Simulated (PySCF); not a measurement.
# DyH6N3 (Dy(NH2)3): the cost of one run

Method: PBE0, Dy lcecp-1-SVP with ECP55, N def2-SVP, H def2-SVP; scalar-relativistic core potentials, no spin–orbit coupling; program: PySCF 2.14.0.

4 further runs of the same task are left out: 2 for a known fault of the program, 2 that didn't finish.

## Step 1: The system as given

10 atoms, charge 0, spin multiplicity 1.

Bond lengths: Dy1–N2 2.257 Å, Dy1–N5 2.257 Å, Dy1–N8 2.257 Å, N2–H3 1.018 Å, N2–H4 1.018 Å, N5–H6 1.018 Å, N5–H7 1.018 Å, N8–H9 1.018 Å, N8–H10 1.018 Å. Angles: N2–Dy1–N5 120.0°, N2–Dy1–N8 120.0°, N5–Dy1–N8 120.0°, Dy1–N2–H3 125.4°, Dy1–N2–H4 125.4°, H3–N2–H4 109.2°, Dy1–N5–H6 125.4°, Dy1–N5–H7 125.4°, H6–N5–H7 109.2°, Dy1–N8–H9 125.4°, Dy1–N8–H10 125.4°, H9–N8–H10 109.2°.

Geometry (Å):

```tsv
atom	x (Å)	y (Å)	z (Å)
Dy1	0.00000	0.00000	0.00000
N2	2.25670	0.00000	0.00000
H3	2.84670	0.00000	0.83000
H4	2.84670	0.00000	-0.83000
N5	-1.12840	1.95440	0.00000
H6	-1.42340	2.46540	0.83000
H7	-1.42340	2.46540	-0.83000
N8	-1.12840	-1.95440	0.00000
H9	-1.42340	-2.46540	0.83000
H10	-1.42340	-2.46540	-0.83000
```

Formal oxidation states: Dy +3. Each metal's 9 4f electrons lie in its core potential, so multiplicities, spins and levels count the valence alone.

## Step 2: SCF at the start, singlet

run.py (the lines that set the calculation) reads:

```python
mol = gto.M(atom='''
Dy     0.00000     0.00000     0.00000
N      2.25670     0.00000     0.00000
H      2.84670     0.00000     0.83000
H      2.84670     0.00000    -0.83000
N     -1.12840     1.95440     0.00000
H     -1.42340     2.46540     0.83000
H     -1.42340     2.46540    -0.83000
N     -1.12840    -1.95440     0.00000
H     -1.42340    -2.46540     0.83000
H     -1.42340    -2.46540    -0.83000''',
    basis={'Dy': 'lcecp-1-SVP', 'N': 'def2-SVP', 'H': 'def2-SVP'},
    ecp={'Dy': 'lcecp-1-SVP'},
    charge=0, spin=0)
mf = dft.RKS(mol, xc='PBE0')
mf.grids.atom_grid = (50, 194)  # f atoms: unpruned, at least (60, 302)
mf = mf.density_fit()  # fitting sets: Dy AutoAux, N def2-universal-JKFIT, H def2-universal-JKFIT
mf.conv_tol = 1e-08; mf.max_cycle = 55
mf.kernel(dm0)  # dm0: free metal ions and neutral atoms
```

Command:

```sh
$ OMP_NUM_THREADS=2 python run.py
```

Q: Estimate wall time and peak memory on 2 threads of Intel Xeon Platinum 8375C at 2.90GHz (Ice Lake), shared host.

About 5.7 s, with a peak of 0.66 GiB.
